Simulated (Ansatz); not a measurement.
# CsCaBr3: the cost of one run

Computed with Ansatz 0.2.0 through its Python package. Level of theory: DFT LDA, plane waves, PAW.

## Step 1: Starting point

Symmetry: Pm-3m, No. 221, cubic system. The conventional cell has a = 5.709 Å, b = 5.709 Å, c = 5.709 Å, α = 90.00°, β = 90.00°, γ = 90.00°. Around Cs (site symmetry m-3m) lie 12 Br at 4.04 Å. Around Ca (site symmetry m-3m) lie 6 Br at 2.85 Å. Br (site symmetry 4/mmm) has 2 Ca at 2.85 Å and 4 Cs at 4.04 Å in its first shell of neighbours.

No structure file is read: the coordinates are typed or built in the script.

## Step 2: The code

Input file run_push.py:

```python
'''Frozen displacement of one atom in CsCaBr3.'''

import warnings

import ansatz as az
import numpy as np
from pymatgen.core import Lattice, Structure
from pymatgen.io.ase import AseAtomsAdaptor

FUNCTIONAL = 'LDA'
OCCUPATIONS = 'fixed'
SCF_TOL = 1e-09

warnings.simplefilter('ignore', az.DeckWarning)

pmg_structure = Structure(
    Lattice([(5.708666, 0.0, 0.0), (0.0, 5.708666, 0.0), (0.0, 0.0, 5.708666)]),
    ['Cs', 'Ca', 'Br', 'Br', 'Br'],
    [
        (0.0, 0.0, 0.0),
        (0.5, 0.5, 0.5),
        (0.5, 0.0, 0.5),
        (0.0, 0.5, 0.5),
        (0.5, 0.5, 0.0),
    ],
)
structure = az.Crystal.from_ase(AseAtomsAdaptor.get_atoms(pmg_structure))

inverse = np.linalg.inv(np.array(structure.lattice.vectors))
home = np.array(structure.sites[4].position)
values = np.linspace(-0.05, 0.05, 5)
energies, pulls = [], []
for shift in values:
    moved = structure.move(4, to=home + shift * inverse[1])
    job = (
        moved.calculation()
        .functional(FUNCTIONAL)
        .basis(12 * az.Ha)
        .kpoints(4)
        .occupations(OCCUPATIONS)  # whole-number filling, right only where there is a gap
        .scf(tolerance=SCF_TOL)
        .forces()
    )
    report = job.run().report
    energies.append(report['free_energy_ev'])
    pulls.append(report['forces_ev_ang'][4][1])

# the force is minus the slope of the free energy
print('shift (A)   dE (eV)   force along y (eV/A)')
for shift, e, f in zip(values, energies, pulls):
    print(f'{shift:8.3f} {e - energies[2]:10.5f} {f:12.4f}')
print(f'stiffness from energies {2 * np.polyfit(values, energies, 2)[0]:.3f}, from forces {-np.polyfit(values, pulls, 1)[0]:.3f} eV/A^2')
```

## Step 3: What the engine is handed

The engine receives this input (first run):

```yaml
crystal:
  lattice:
    - [5.708666, 0.0, 0.0]
    - [0.0, 5.708666, 0.0]
    - [0.0, 0.0, 5.708666]
  atoms:
    - { symbol: Cs, position: [0.0, 0.0, 0.0] }
    - { symbol: Ca, position: [0.5, 0.5, 0.5] }
    - { symbol: Br, position: [0.5, 0.0, 0.5] }
    - { symbol: Br, position: [0.0, 0.5, 0.5] }
    - { symbol: Br, position: [0.5, 0.49124138634139747, 0.0] }
basis:
  ecutwfc: 326.536634951856
kpoints:
  mp_grid:
    grid: [4, 4, 4]
hamiltonian:
  xc: lda
scf:
  convergence:
    dr2_threshold: 1.0e-09
  occupations:
    method: fixed
output:
  forces: true
```

## Step 4: The run

Launch:

```sh
python run_push.py
```

What time and memory should one allow on 1 thread of Arm Neoverse V1, shared host?

About 33 s, with a peak of 0.49 GiB.
